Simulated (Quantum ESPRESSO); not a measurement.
# TaAs in Quantum ESPRESSO: settings compared, part 3 of 3

Quantum ESPRESSO 7.5.

## (5) Work function, RPBE

pw.in

```
&CONTROL
  calculation = 'scf'
  prefix = 'pwscf'
  outdir = './tmp'
  pseudo_dir = './pseudo'
  tprnfor = .true.
  disk_io = 'low'
  tefield = .true.
  dipfield = .true.
/
&SYSTEM
  ibrav = 0
  celldm(1) = 8
  nat = 2
  ntyp = 2
  ecutwfc = 75
  nbnd = 24
  input_dft = 'rpbe'
  occupations = 'smearing'
  smearing = 'fd'
  degauss = 0.00367493
  edir = 3
  emaxpos = 0.772
  eopreg = 0.0388
  eamp = 0
/
&ELECTRONS
  conv_thr = 2d-09
  electron_maxstep = 150
  mixing_beta = 0.3
  mixing_mode = 'local-TF'
/
ATOMIC_SPECIES
Ta   180.9479 Ta_ONCV_PBE-1.2.upf
As    74.9216 As_ONCV_PBE-1.2.upf
CELL_PARAMETERS alat
  0.7856205661060   0.0000000000000  -0.0000000000000
  0.0000000000000   0.7856205661060   0.0000000000000
 -0.0000000000000   0.0000000000000   6.0802623085554
ATOMIC_POSITIONS crystal
Ta     0.0000000000    0.0000000000    0.2717800000
As     0.5000000000    0.5000000000    0.3109600000
K_POINTS automatic
8 8 1 0 0 0
```

pp_density.in

```
&INPUTPP
  prefix = 'pwscf'
  outdir = './tmp'
  filplot = 'density.dat'
  plot_num = 0
/
&PLOT
  nfile = 1
  filepp(1) = 'density.dat'
  iflag = 3
  output_format = 6
  fileout = 'density.cube'
/
```

pp_potential.in

```
&INPUTPP
  prefix = 'pwscf'
  outdir = './tmp'
  filplot = 'potential.dat'
  plot_num = 11
/
&PLOT
  nfile = 1
  filepp(1) = 'potential.dat'
  iflag = 3
  output_format = 6
  fileout = 'potential.cube'
/
```

pp_elf.in

```
&INPUTPP
  prefix = 'pwscf'
  outdir = './tmp'
  filplot = 'elf.dat'
  plot_num = 8
/
&PLOT
  nfile = 1
  filepp(1) = 'elf.dat'
  iflag = 3
  output_format = 6
  fileout = 'elf.cube'
/
```

Potentials or basis: SG15 PBE 1.2.

Started as:

```bash
OMP_NUM_THREADS=1 mpirun -n 2 pw.x -nk 2 -in pw.in > pw.out
OMP_NUM_THREADS=1 mpirun -n 1 pp.x -in pp_density.in > pp_density.out
OMP_NUM_THREADS=1 mpirun -n 1 pp.x -in pp_potential.in > pp_potential.out
OMP_NUM_THREADS=1 mpirun -n 1 pp.x -in pp_elf.in > pp_elf.out
```

pw.out:

```text
This program is part of the open-source Quantum ESPRESSO suite
     for quantum simulation of materials; please cite
         "P. Giannozzi et al., J. Phys.:Condens. Matter 21 395502 (2009);
         "P. Giannozzi et al., J. Phys.:Condens. Matter 29 465901 (2017);
         "P. Giannozzi et al., J. Chem. Phys. 152 154105 (2020);
     in publications or presentations arising from this work. More details at

     Presently no symmetry can be used with electric field

     IMPORTANT: XC functional enforced from input :
     Exchange-correlation= RPBE
                           (   1   4  44   4   0   0   0)
     Any further DFT definition will be discarded
     Please, verify this is what you really want

     K-points division:     npool     =       2
     Subspace diagonalization in iterative solution of the eigenvalue problem:
     a serial algorithm will be used

     G-vector sticks info
     --------------------
     sticks:   dense  smooth     PW     G-vecs:    dense   smooth      PW
     Sum         949     949    277               168785   168785   26677

     Using Slab Decomposition

     bravais-lattice index     =            0
     lattice parameter (alat)  =       8.0000  a.u.
     unit-cell volume          =    1921.4008 (a.u.)^3
     number of atoms/cell      =            2
     number of atomic types    =            2
     number of electrons       =        32.00
     number of Kohn-Sham states=           24
     kinetic-energy cutoff     =      75.0000  Ry
     charge density cutoff     =     300.0000  Ry
     scf convergence threshold =      2.0E-09
     mixing beta               =       0.3000
     number of iterations used =            8  local-TF  mixing
     Exchange-correlation= RPBE
                           (   1   4  44   4   0   0   0)

     celldm(1)=   8.000000  celldm(2)=   0.000000  celldm(3)=   0.000000
     celldm(4)=   0.000000  celldm(5)=   0.000000  celldm(6)=   0.000000

     crystal axes: (cart. coord. in units of alat)
               a(1) = (   0.785621   0.000000  -0.000000 )
               a(2) = (   0.000000   0.785621   0.000000 )
               a(3) = (  -0.000000   0.000000   6.080262 )

     reciprocal axes: (cart. coord. in units 2 pi/alat)
               b(1) = (  1.272879 -0.000000  0.000000 )
               b(2) = ( -0.000000  1.272879 -0.000000 )
               b(3) = (  0.000000 -0.000000  0.164467 )

     PseudoPot. # 1 for Ta read from file:
     Ta_ONCV_PBE-1.2.upf
     Pseudo is Norm-conserving, Zval = 27.0
     Generated using ONCVPSP code by D. R. Hamann
     Using radial grid of  602 points,  8 beta functions with:
                l(1) =   0
                l(2) =   0
                l(3) =   1
                l(4) =   1
                l(5) =   2
                l(6) =   2
                l(7) =   3
                l(8) =   3

     PseudoPot. # 2 for As read from file:
     As_ONCV_PBE-1.2.upf
     Pseudo is Norm-conserving, Zval =  5.0
     Generated using ONCVPSP code by D. R. Hamann
     Using radial grid of  602 points,  6 beta functions with:
                l(1) =   0
                l(2) =   0
                l(3) =   1
                l(4) =   1
                l(5) =   2
                l(6) =   2

     atomic species   valence    mass     pseudopotential
     Ta               27.00   180.94790     Ta( 1.00)
     As                5.00    74.92160     As( 1.00)

     No symmetry found

   Cartesian axes

     site n.     atom                  positions (alat units)
         1        Ta     tau(   1) = (   0.0000000   0.0000000   1.6524937  )
         2        As     tau(   2) = (   0.3928103   0.3928103   1.8907184  )

     number of k points=    34  Fermi-Dirac smearing, width (Ry)=  0.0037
                       cart. coord. in units 2pi/alat
        k(    1) = (   0.0000000   0.0000000   0.0000000), wk =   0.0312500
        k(    2) = (   0.0000000   0.1591099   0.0000000), wk =   0.0625000
        k(    3) = (   0.0000000   0.3182198   0.0000000), wk =   0.0625000
        k(    4) = (   0.0000000   0.4773297   0.0000000), wk =   0.0625000
        k(    5) = (   0.0000000  -0.6364396   0.0000000), wk =   0.0312500
        k(    6) = (   0.1591099   0.0000000   0.0000000), wk =   0.0625000
[... 26 lines left out ...]
        k(   33) = (  -0.6364396   0.4773297   0.0000000), wk =   0.0625000
        k(   34) = (  -0.6364396  -0.6364396   0.0000000), wk =   0.0312500

     Dense  grid:   168785 G-vectors     FFT dimensions: (  36,  36, 270)

     Initial potential from superposition of free atoms

     starting charge      31.8787, renormalised to      32.0000

     negative rho (up, down):  7.467E-04 0.000E+00

     Adding external electric field

     Computed dipole along edir(3) :
        Dipole                0.0249 Ry au,          0.0632 Debye
        Dipole field          0.0002 Ry au,

        Potential amp.       -0.0152 Ry
        Total length         46.7548 bohr

     Starting wfcs are random

     Self-consistent Calculation

     iteration #  1     ecut=    75.00 Ry     beta= 0.30
     Davidson diagonalization with overlap
     ethr =  1.00E-02,  avg # of iterations = 15.6

     negative rho (up, down):  2.172E-04 0.000E+00

     Adding external electric field

     Computed dipole along edir(3) :
        Dipole                0.0173 Ry au,          0.0441 Debye
        Dipole field          0.0001 Ry au,

        Potential amp.       -0.0106 Ry
        Total length         46.7548 bohr

     total energy              =    -509.37334714 Ry
     estimated scf accuracy    <       0.42972961 Ry
[... 311 lines left out ...]
     iteration # 20     ecut=    75.00 Ry     beta= 0.30
     Davidson diagonalization with overlap
     ethr =  7.02E-12,  avg # of iterations =  2.1

     Adding external electric field

     Computed dipole along edir(3) :
        Dipole               -0.0293 Ry au,         -0.0745 Debye
        Dipole field         -0.0002 Ry au,

        Potential amp.        0.0179 Ry
        Total length         46.7548 bohr

     End of self-consistent calculation

          k = 0.0000 0.0000 0.0000 ( 21159 PWs)   bands (ev):

   -69.9752 -36.5661 -36.3026 -36.3026 -21.8530 -21.8367 -21.8367 -21.8050
   -21.8042 -21.6293 -21.6293 -13.6429  -5.5772  -3.5447  -2.1216  -2.1216
    -1.9304   0.4484   1.8239   2.4171   2.4171   2.5612   3.1388   3.6079

          k = 0.0000 0.1591 0.0000 ( 21099 PWs)   bands (ev):

   -69.9742 -36.5632 -36.3329 -36.2993 -21.8523 -21.8378 -21.8366 -21.8055
   -21.8036 -21.6307 -21.6281 -13.4486  -5.4363  -3.9206  -2.4082  -2.2896
    -1.3402   0.0640   1.3334   2.1209   2.8110   3.1574   3.3369   3.7626

          k = 0.0000 0.3182 0.0000 ( 21063 PWs)   bands (ev):

   -69.9718 -36.5562 -36.4055 -36.2914 -21.8507 -21.8405 -21.8363 -21.8066
   -21.8020 -21.6342 -21.6251 -12.9224  -5.6654  -4.3454  -2.7755  -2.1211
    -0.6565  -0.1480   0.3467   2.0473   3.4676   3.7499   4.1585   4.2406
[... 145 lines left out ...]
          k = 0.4773-0.3182 0.0000 ( 21069 PWs)   bands (ev):

   -69.9658 -36.5387 -36.4611 -36.3812 -21.8470 -21.8424 -21.8395 -21.8100
   -21.7982 -21.6328 -21.6264 -11.9825  -5.9575  -5.0059  -3.2108  -1.3553
    -1.1131  -0.5204   1.9527   2.8764   3.6524   5.0230   5.5653   5.8224

          k = 0.4773-0.1591 0.0000 ( 21064 PWs)   bands (ev):

   -69.9683 -36.5460 -36.4725 -36.3123 -21.8485 -21.8429 -21.8371 -21.8084
   -21.7997 -21.6362 -21.6234 -12.1828  -6.4985  -4.3030  -3.1212  -1.7029
    -0.8238  -0.3316   0.9581   2.3646   3.8126   4.6583   4.8853   5.3227

          k =-0.6364 0.0000 0.0000 ( 21074 PWs)   bands (ev):

   -69.9683 -36.5458 -36.5069 -36.2802 -21.8484 -21.8442 -21.8360 -21.8082
   -21.7996 -21.6389 -21.6209 -11.9190  -7.2877  -3.4552  -3.3988  -1.7096
    -0.7638   0.0624   0.2382   2.4654   4.4112   4.9692   5.5719   5.9134

          k =-0.6364 0.1591 0.0000 ( 21084 PWs)   bands (ev):

   -69.9673 -36.5427 -36.5019 -36.3087 -21.8478 -21.8440 -21.8370 -21.8089
   -21.7990 -21.6375 -21.6222 -11.8777  -7.0192  -4.3838  -2.5471  -1.5897
    -0.8576  -0.7705   1.1864   2.5937   3.6717   5.3748   5.7511   6.3067

          k =-0.6364 0.3182 0.0000 ( 21044 PWs)   bands (ev):

   -69.9648 -36.5354 -36.4898 -36.3771 -21.8464 -21.8434 -21.8393 -21.8105
   -21.7974 -21.6341 -21.6251 -11.7796  -6.3727  -5.1239  -2.3302  -1.4906
    -0.9994  -0.8613   1.9738   3.1085   3.5096   5.7349   5.9185   6.5007

          k =-0.6364 0.4773 0.0000 ( 21052 PWs)   bands (ev):

   -69.9624 -36.5280 -36.4777 -36.4447 -21.8450 -21.8429 -21.8417 -21.8122
   -21.7958 -21.6306 -21.6280 -11.6855  -5.7921  -5.5088  -2.8771  -1.2399
    -0.5692  -0.4878   2.3435   3.8313   4.1423   4.2015   6.4192   6.8392

          k =-0.6364-0.6364 0.0000 ( 21112 PWs)   bands (ev):

   -69.9614 -36.5247 -36.4727 -36.4727 -21.8445 -21.8426 -21.8426 -21.8129
   -21.7951 -21.6291 -21.6291 -11.6483  -5.6008  -5.6008  -3.1924  -0.8361
    -0.2940  -0.2940   2.3984   2.8875   5.0551   5.1601   5.9631   5.9631

     the Fermi energy is    -1.3386 ev

!    total energy              =    -509.35016039 Ry
     estimated scf accuracy    <          1.3E-09 Ry
     smearing contrib. (-TS)   =      -0.00210429 Ry
     internal energy E=F+TS    =    -509.34805610 Ry

     The total energy is F=E-TS. E is the sum of the following terms:
     one-electron contribution =   -2448.39982446 Ry
     hartree contribution      =    1226.27981585 Ry
     xc contribution           =     -43.80701983 Ry
     ewald contribution        =     756.57896673 Ry
     electric field correction =       0.00000562 Ry

     convergence has been achieved in  20 iterations

     Forces acting on atoms (cartesian axes, Ry/au):

     atom    1 type  1   force =    -0.00000027    0.00000033   -0.01014383
     atom    2 type  2   force =     0.00000027   -0.00000033    0.01014383

     Total force =     0.014346     Total SCF correction =     0.000161

=------------------------------------------------------------------------------=
   JOB DONE.
=------------------------------------------------------------------------------=
```

Wall time 5.3 min (2 MPI ranks of Arm Neoverse V1, shared host); peak memory 0.76 GiB.

Results:

```
Free energy                     : -6930.0620 eV
Largest force                   : 0.261 eV/Å
Band gap on the k mesh          : none (metal or under the smearing width)
Dipole across the slab          : -0.07 D
Work function of the upper face : 4.62 eV
Work function of the lower face : 4.36 eV
```

Forces on the atoms (eV/Å):
```
Ta   0.000  0.000 -0.261
As   0.000  0.000  0.261
```

Levels at points of the mesh, in eV from the Fermi level:
| k point | band 12 | band 13 | band 14 | band 15 | band 16 | band 17 | band 18 | band 19 | band 20 | band 21 |
| --- | --- | --- | --- | --- | --- | --- | --- | --- | --- | --- |
| (0.00, 0.00, 0.00) | -12.30 | -4.24 | -2.21 | -0.78 | -0.78 | -0.59 | 1.79 | 3.16 | 3.76 | 3.76 |
| (0.00, -0.50, 0.00) | -10.58 | -5.95 | -2.12 | -2.06 | -0.37 | 0.57 | 1.40 | 1.58 | 3.80 | 5.75 |
| (-0.50, 0.00, 0.00) | -10.58 | -5.95 | -2.12 | -2.06 | -0.37 | 0.57 | 1.40 | 1.58 | 3.80 | 5.75 |
| (-0.50, -0.50, 0.00) | -10.31 | -4.26 | -4.26 | -1.85 | 0.50 | 1.04 | 1.04 | 3.74 | 4.23 | 6.39 |

Caveat: the potentials were made for another functional, which shifts forces and pressure. Spin-orbit coupling is left out, which matters for the levels of Ta.

## (6) The runs side by side

```csv
level,form of the LDA correlation,gap on the mesh (eV),largest force (eV/Å),work function (eV)
LDA,PZ81,none,0.41,4.94
PBEsol,-,none,0.13,4.77
PBE,-,none,0.06,4.72
RPBE,-,none,0.26,4.62
```

Alike in all rows: task work function; potentials or basis SG15 PBE 1.2; no spin polarisation; cell as given; k mesh 8 × 8 × 1; cutoff (eV) 1020; smearing fermi-dirac 0.05 eV.

Every run on the cell as given and a fine mesh finds a metal.

Caveats: the potentials were made for another functional, which shifts forces and pressure (some runs).

Total energies depend on the potentials used, so only differences within one code and one set of settings carry meaning.
